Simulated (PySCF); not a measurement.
# [RuO2]+: quartet, from a linear start

Aim: relax [RuO2]+ as a quartet from a linear start, check by its vibrations whether the end is a minimum, and collect its spectrum and constants.

Method: PBE0, basis Ru def2-TZVP with ECP28, O def2-TZVP, scalar-relativistic core potentials, no spin–orbit coupling, density fitting; program: PySCF 2.14.0.

## (1) Starting geometry

3 atoms, charge 1, spin multiplicity 4.

Bond lengths: Ru1–O2 1.676 Å, Ru1–O3 1.676 Å. Angles: O2–Ru1–O3 180.0°.

```xyz
3
charge 1 multiplicity 4
Ru    0.0000    0.0000    0.0000
O     0.0000    0.0000    1.6758
O     0.0000    0.0000   -1.6758
```

## (2) Linear start, quartet: relaxation

One driver script runs all steps and calls PySCF; scf.py shows how it sets up the SCF of each step. The optimiser is the driver's own. Before each start the driver seeks the lowest SCF state from one or more starting densities and follows internal instabilities, so scf.py alone need not reach the same state.

The program finds D∞h symmetry in the start, which this walk keeps. Threshold on the gradient: 0.0003 Eh/bohr, with a further test on the energy change.

The input, scf.py:

```python
from pyscf import gto, scf, dft
mol = gto.M(atom='''
Ru     0.000000     0.000000     0.000000
O      0.000000     0.000000     1.675800
O      0.000000     0.000000    -1.675800''',
    basis={'Ru': 'def2-TZVP', 'O': 'def2-TZVP'},
    ecp={'Ru': 'def2-TZVP'},
    charge=1, spin=3)
mf = dft.UKS(mol, xc='PBE0')
mf.grids.atom_grid = (50, 194)
aux = {'Ru': 'def2-universal-JKFIT', 'O': 'def2-universal-JKFIT'}
mf = mf.density_fit(auxbasis=aux)
mf.kernel()
```

Steps of the walk:

| step | energy (Eh) | change (kJ/mol) | largest symmetric gradient (Eh/bohr) |
| --- | --- | --- | --- |
| 0 | -244.736110 | 0.00 | 0.04332 |
| 1 | -244.741597 | -14.41 | 0.00900 |
| 2 | -244.741901 | -15.20 | 0.00171 |
| 3 | -244.741913 | -15.24 | 0.00009 |
| 4 | -244.741914 | -15.24 | 0.00003 |

The walk took 5.8 s on 4 threads, shared host.

Geometry (Å) and forces (eV/Å) at some steps, with the part that breaks the symmetry left in:

```
step 0
Ru   0.000   0.000   0.000   0.000   0.000  -2.006
O    0.000   0.000   1.676   0.000   0.000   3.231
O    0.000   0.000  -1.676   0.000   0.000  -1.225
step 1
Ru   0.000   0.000   0.000   0.000   0.000  -2.472
O    0.000   0.000   1.733   0.000   0.000   1.699
O    0.000   0.000  -1.733   0.000   0.000   0.773
step 2
Ru   0.000   0.000   0.000   0.000   0.000  -2.502
O    0.000   0.000   1.748   0.000   0.000   1.339
O    0.000   0.000  -1.748   0.000   0.000   1.163
step 3
Ru   0.000   0.000   0.000   0.000   0.000  -2.507
O    0.000   0.000   1.752   0.000   0.000   1.258
O    0.000   0.000  -1.752   0.000   0.000   1.249
step 4
Ru   0.000   0.000   0.000   0.000   0.000  -2.507
O    0.000   0.000   1.752   0.000   0.000   1.252
O    0.000   0.000  -1.752   0.000   0.000   1.256
```

After 4 steps and 15.2 kJ/mol it ends at D∞h: Ru–O 1.752 Å (×2); O–Ru–O 180.0°. A gradient of 0.0488 Eh/bohr that breaks the symmetry is left: this electronic state wants a lower symmetry.

## (3) Releasing the symmetry

The geometry is nudged along the force that breaks the symmetry.

The program finds C∞v symmetry in the start, which may break. Threshold on the gradient: 0.0003 Eh/bohr, with a further test on the energy change.

scf.py, as its differences from that of step 2:

```diff
@@ -3,3 +3,3 @@
-Ru     0.000000     0.000000     0.000000
-O      0.000000     0.000000     1.675800
-O      0.000000     0.000000    -1.675800''',
+Ru     0.000000     0.000000    -0.023892
+O     -0.000000    -0.000000     1.828211
+O      0.000000     0.000000    -1.675995''',
```

The optimiser's trace:

| step | energy (Eh) | change (kJ/mol) | largest gradient (Eh/bohr) |
| --- | --- | --- | --- |
| 0 | -244.740866 | 0.00 | 0.06549 |
| 1 | -244.744060 | -8.39 | 0.00619 |
| 2 | -244.744161 | -8.65 | 0.00226 |
| 3 | -244.744184 | -8.71 | 0.00041 |
| 4 | -244.744184 | -8.71 | 0.00008 |

The walk took 6.4 s.

It settles in C∞v symmetry, 8.7 kJ/mol below the start, after 4 steps: Ru–O 1.713 Å, Ru–O 1.814 Å; O–Ru–O 180.0°.

## (4) Is it a minimum? Harmonic modes

The point is checked on the finer grid, and tightened if its gradient asks for it. The Hessian and the dipole derivatives come from central differences of analytic gradients, with steps of 0.01 bohr.

scf.py, as its differences from that of step 3:

```diff
@@ -3,3 +3,3 @@
-Ru     0.000000     0.000000    -0.023892
-O     -0.000000    -0.000000     1.828211
-O      0.000000     0.000000    -1.675995''',
+Ru     0.000000     0.000000    -0.012058
+O     -0.000000    -0.000000     1.801700
+O      0.000000     0.000000    -1.724877''',
@@ -10 +10 @@
-mf.grids.atom_grid = (50, 194)
+mf.grids.atom_grid = (75, 302)
```

This SCF starts from the last density.

Log of the central SCF (cycles and frontier levels):

```text
init E= -244.744146791099
[... the frontier-level lines of each cycle are left out ...]
cycle= 1 E= -244.744146790609  delta_E= 4.89e-10  |g|= 3.8e-05  |ddm|= 2.46e-05
cycle= 2 E= -244.744146782702  delta_E= 7.91e-09  |g|= 0.000149  |ddm|= 9.69e-05
cycle= 3 E= -244.744146791034  delta_E= -8.33e-09  |g|= 1.63e-05  |ddm|= 7.75e-05
cycle= 4 E= -244.744146791148  delta_E= -1.14e-10  |g|= 1.19e-06  |ddm|= 9.52e-06
cycle= 5 E= -244.744146791148  delta_E= -2.27e-13  |g|= 7.69e-07  |ddm|= 1.28e-06
Extra cycle  E= -244.744146791148  delta_E= -6.82e-13  |g|= 1.83e-06  |ddm|= 1.85e-06
converged SCF energy = -244.744146791148  <S^2> = 4.803554  2S+1 = 4.4960222
```

The whole step took 17 s.

Geometry: C∞v; Ru–O 1.713 Å, Ru–O 1.814 Å; O–Ru–O 180.0°.

Modes, for the most abundant isotopes:

| symmetry | ω (cm⁻¹) | IR (km/mol) | μ (u) |
| --- | --- | --- | --- |
| π | 167i | 34.8 | 20.03 |
| σ+ | 545 | 21.3 | 17.01 |
| σ+ | 851 | 15.0 | 18.63 |

2 modes are imaginary, the largest at 167i cm⁻¹: a saddle point, not a minimum.

Constants and moments:

- Dipole moment about the centre of mass: 0.61 D
- Highest occupied level: -15.50 eV
- Lowest empty level: -12.97 eV
- Rotational constants: 0.1694 cm⁻¹
- Zero-point energy (real modes): 8.3 kJ/mol
- Principal polarisabilities: 21.7, 21.7, 61.6 bohr³
- Principal traceless quadrupole moments about the centre of mass: -4.25, 2.12, 2.12 D Å
- Spin squared ⟨S²⟩: 4.804

Populations by atom (charges in e):

```csv
atom,Mulliken,Löwdin,polar tensor,spin (Mulliken),Mayer order to Ru1
Ru1,1.26,1.11,1.24,3.40,–
O2,-0.06,-0.01,0.09,-1.38,1.25
O3,-0.19,-0.09,-0.33,0.98,1.72
```

Outer orbital energies (eV). α occupied: -20.80, -20.80, -19.80, -19.80, -17.12, -16.85, -16.85, -15.50; empty: -11.68, -11.68, -5.93, -5.93. β occupied: -35.87, -32.76, -20.48, -20.28, -20.28, -17.36, -17.36, -16.94; empty: -12.97, -12.97, -11.02, -10.87.

Mulliken populations on Ru1 (outside its core potential): s 2.69, p 6.18, d 5.84, f 0.03.

## (5) Following the imaginary mode

The start is the last point, displaced along its most imaginary mode.

The program finds Cs symmetry in the start, which this walk keeps.

scf.py, as its differences from that of step 4:

```diff
@@ -3,3 +3,3 @@
-Ru     0.000000     0.000000    -0.012058
-O     -0.000000    -0.000000     1.801700
-O      0.000000     0.000000    -1.724877''',
+Ru     0.029990     0.021019    -0.012058
+O     -0.092799    -0.065039     1.801700
+O     -0.098268    -0.068872    -1.724877''',
@@ -10 +10 @@
-mf.grids.atom_grid = (75, 302)
+mf.grids.atom_grid = (50, 194)
```

Steps of the walk:

| step | energy (Eh) | change (kJ/mol) | largest symmetric gradient (Eh/bohr) |
| --- | --- | --- | --- |
| 0 | -244.745103 | 0.00 | 0.00825 |
| 1 | -244.746109 | -2.64 | 0.00903 |
| 2 | -244.748114 | -7.91 | 0.01487 |
| 3 | -244.753080 | -20.94 | 0.03003 |
| 4 | -244.764944 | -52.09 | 0.05212 |
| 5 | -244.782826 | -99.04 | 0.04692 |
| 6 | -244.787201 | -110.53 | 0.11070 |
| 7 | -244.790254 | -118.54 | 0.04694 |
| 8 | -244.797724 | -138.16 | 0.02660 |
| 9 | -244.798905 | -141.26 | 0.00830 |
| 10 | -244.798976 | -141.44 | 0.00084 |
| 11 | -244.798977 | -141.45 | 0.00008 |

The walk took 19 s.

End point (C2v, 11 steps, 141.4 kJ/mol gained): Ru–O 1.646 Å (×2); O–Ru–O 118.5°.

## (6) Is it a minimum? Harmonic modes

The same treatment as at the point before.

scf.py, as its differences from that of step 5:

```diff
@@ -3,3 +3,3 @@
-Ru     0.029990     0.021019    -0.012058
-O     -0.092799    -0.065039     1.801700
-O     -0.098268    -0.068872    -1.724877''',
+Ru     0.164567     0.115339    -0.000403
+O     -0.521911    -0.365787     1.415653
+O     -0.526554    -0.369041    -1.413087''',
@@ -10 +10 @@
-mf.grids.atom_grid = (50, 194)
+mf.grids.atom_grid = (75, 302)
```

Log of the central SCF (cycles and frontier levels):

```text
init E= -244.79898419166
[... the frontier-level lines of each cycle are left out ...]
cycle= 1 E= -244.798984191306  delta_E= 3.55e-10  |g|= 3.46e-05  |ddm|= 1.86e-05
cycle= 2 E= -244.798984183934  delta_E= 7.37e-09  |g|= 0.000151  |ddm|= 7.43e-05
cycle= 3 E= -244.798984191732  delta_E= -7.8e-09  |g|= 1.8e-06  |ddm|= 6.03e-05
cycle= 4 E= -244.798984191748  delta_E= -1.56e-11  |g|= 2.16e-06  |ddm|= 8.16e-06
Extra cycle  E= -244.798984191749  delta_E= -1.59e-12  |g|= 6.73e-06  |ddm|= 9.87e-06
converged SCF energy = -244.798984191749  <S^2> = 3.7578335  2S+1 = 4.0039148
```

The whole step took 17 s on 4 threads, shared host.

Geometry: C2v; Ru–O 1.646 Å (×2); O–Ru–O 118.5°.

Harmonic modes (main isotopes):

```
symmetry  ω (cm⁻¹)  IR (km/mol)     type
      a1       307         11.6     bend
      b2       880         70.6  stretch
      a1      1022         28.8  stretch
```

Every mode is real; the point is a minimum.

Constants and moments:

- Dipole moment about the centre of mass: 2.42 D
- Highest occupied level: -14.88 eV
- Lowest empty level: -12.39 eV
- Rotational constants: 0.9787, 0.2634, 0.2076 cm⁻¹
- Zero-point energy: 13.2 kJ/mol
- Principal polarisabilities: 20.1, 27.5, 43.8 bohr³
- Principal traceless quadrupole moments about the centre of mass: -1.55, 0.27, 1.27 D Å
- Entropy at 298.15 K and 1 bar (electronic part: spin only): 278.4 J/(mol K)
- Heat capacity Cp at 298.15 K: 43.9 J/(mol K)
- Enthalpy at 298.15 K above 0 K: 11.24 kJ/mol
- Rotational symmetry number: 2
- Spin squared ⟨S²⟩: 3.758

Charges (e) and bond orders:

| atom | Mulliken | Löwdin | polar tensor | spin (Mulliken) | Mayer order to Ru1 |
| --- | --- | --- | --- | --- | --- |
| Ru1 | 1.54 | 1.10 | 1.70 | 2.09 | – |
| O2,3 | -0.27 | -0.05 | -0.35 | 0.46 | 2.00 |

Mulliken populations on Ru1 (outside its core potential): s 2.38, p 6.16, d 5.88, f 0.03.

## (7) The points found, side by side

| spin | group | bonds | imaginary modes (cm⁻¹) | ΔE (kJ/mol) | with zero-point energy |
| --- | --- | --- | --- | --- | --- |
| quartet | C2v | Ru–O 1.646 Å (×2) | none | 0.0 | 0.0 |
| broken-symmetry (Ms = 3/2) | C∞v | Ru–O 1.713 Å, Ru–O 1.814 Å | 167i, 167i | 144.0 | – |

## (8) Results

```
                                          quantity                             value
                                           minimum                      quartet, C2v
                                          geometry  Ru–O 1.646 Å (×2); O–Ru–O 118.5°
                                wavenumbers (cm⁻¹)     307 (a1), 880 (b2), 1022 (a1)
                    dipole moment (centre of mass)                            2.42 D
highest occupied, lowest empty level (either spin)                 -14.88, -12.39 eV
                        polar-tensor charge of Ru1                           +1.70 e
                                 zero-point energy                       13.2 kJ/mol
                               entropy at 298.15 K                   278.4 J/(mol K)
                                              ⟨S²⟩                             3.758
```

In words: From D∞h at the start the molecule goes to a C2v minimum, after a stop at a second-order saddle point 144.0 kJ/mol higher, from which it was pushed off along an imaginary mode. The strongest infrared band lies at 880 cm⁻¹ (b2, stretch). Most of the spin sits on Ru1 (Mulliken spin 2.09, against 3 for the whole molecule). Other starts or spin states, not run here, may lie lower. One determinant may miss the lowest occupation of an open d or f shell.

The search up to here took 75 s.
